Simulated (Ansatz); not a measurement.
# Ti (Ti, simple cubic): the cost of one run

Method: DFT m-r2SCAN, plane waves (500 eV) with PAW, scalar-relativistic; the PAW data stem from PBE, with regenerated cores; m-r²SCAN is r²SCAN on the gauge-invariant kinetic-energy density, in Ansatz 0.2.0.

## (1) Starting point

Symmetry: Pm-3m, No. 221, cubic system. Conventional cell: a = 2.672 Å, b = 2.672 Å, c = 2.672 Å, α = 90.00°, β = 90.00°, γ = 90.00°. Ti (site symmetry m-3m) is surrounded by 6 Ti at 2.67 Å.

As a file:

```cif
data_structure
_symmetry_space_group_name_H-M 'Pm-3m'
_symmetry_Int_Tables_number 221
_cell_length_a 2.6717
_cell_length_b 2.6717
_cell_length_c 2.6717
_cell_angle_alpha 90.000
_cell_angle_beta 90.000
_cell_angle_gamma 90.000
_cell_volume 19.07
loop_
_atom_site_label
_atom_site_type_symbol
_atom_site_symmetry_multiplicity
_atom_site_Wyckoff_symbol
_atom_site_fract_x
_atom_site_fract_y
_atom_site_fract_z
_atom_site_occupancy
Ti1 Ti 1 a 0.00000 0.00000 0.00000 1
```

Starting moments (μB): +1.

## (2) Relaxation of the cell

Contents of input.yaml:

```yaml
crystal:
  lattice:
    - [2.6717143674, 0.0, 0.0]
    - [0.0, 2.6717143674, 0.0]
    - [0.0, 0.0, 2.6717143674]
  atoms:
    - { symbol: Ti, position: [0.0, 0.0, 0.0], spin: 1.0 }
hamiltonian:
  xc: mr2scan
  pseudopotentials:
    kind: paw
    azcp:
      Ti: "pseudopotentials/Ti.paw.azcp"
basis:
  ecutwfc: 500
  fft_grid_basis: typed
kpoints:
  mp_grid: { grid: [12, 12, 12], shift: [0, 0, 0] }
magnetization:
  spin_polarized: true
scf:
  occupations: { method: fermi_dirac, width: 0.05 }
relax:
  max_steps: 60
  f_tol: 0.01
  cell: {}
output:
  write_density: true
  write_potential: true
  elf: true
  volumetric_format: npy
```

What time and memory should one allow on 2 threads of an x86-64 CPU, shared host?

About 12 s, with a peak of 0.39 GiB.
